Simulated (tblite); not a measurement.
# C6H12GeOS: the cost of one run

The runs use tblite 0.8.0 and PySCF 2.14.0, with density-fitted response routines of our own; the level of theory stands in each step. All values are computed, except where a source is named. Atoms are numbered from 0 throughout.

**1. The starting structure**

21 atoms, charge 0, multiplicity 1; geometry from: force field or distance geometry start.

Bonds of the start (Å): C0–C1 1.34, C1–Ge2 1.91, Ge2–S3 2.23, S3–C4 1.81, C4–C5 1.52, C4–C6 1.52, C4–C7 1.49, C7–O8 1.21, C0–H9 1.09, C0–H10 1.09, C1–H11 1.10, Ge2–H12 1.55, Ge2–H13 1.57, C5–H14 1.10, C5–H15 1.10, C5–H16 1.10, C6–H17 1.09, C6–H18 1.12, C6–H19 1.12, C7–H20 1.09.

**2. Geometry optimisation with GFN2-xTB**

What the job is given:

```
{"job": {"kind": "relax", "xc": "GFN2-xTB", "basis": "xTB"}, "charge": 0, "multiplicity": 1}
C      4.365400     0.528100    -0.115800
C      3.277100    -0.227500     0.065800
Ge     1.615000     0.677600     0.298200
S      0.132300    -0.419400    -0.946700
C     -1.538800    -0.358600    -0.245200
C     -2.506000    -1.126900    -1.132300
C     -2.056400     1.061200    -0.115000
C     -1.533900    -0.995000     1.101000
O     -1.851000    -0.416600     2.116300
H      5.335800     0.050900    -0.241200
H      4.306200     1.619100    -0.149700
H      3.361600    -1.322500     0.104900
H      1.241700     0.685200     1.801900
H      1.801100     2.155700    -0.196500
H     -2.003200    -2.077100    -1.359300
H     -2.641400    -0.585400    -2.078100
H     -3.459900    -1.329700    -0.618900
H     -2.062200     1.493000    -1.110800
H     -3.103400     1.033100     0.268400
H     -1.442000     1.616200     0.643800
H     -1.246600    -2.044500     1.180900
```

Run with:

```sh
OMP_NUM_THREADS=1 python probes_run.py task.json out
```

One launch serves the whole session: the jobs run in the order shown.

Q: Estimate the wall time and peak memory of this first job on 1 thread of Arm Neoverse N1, shared host.

About 3.9 s, with a peak of 0.18 GiB.
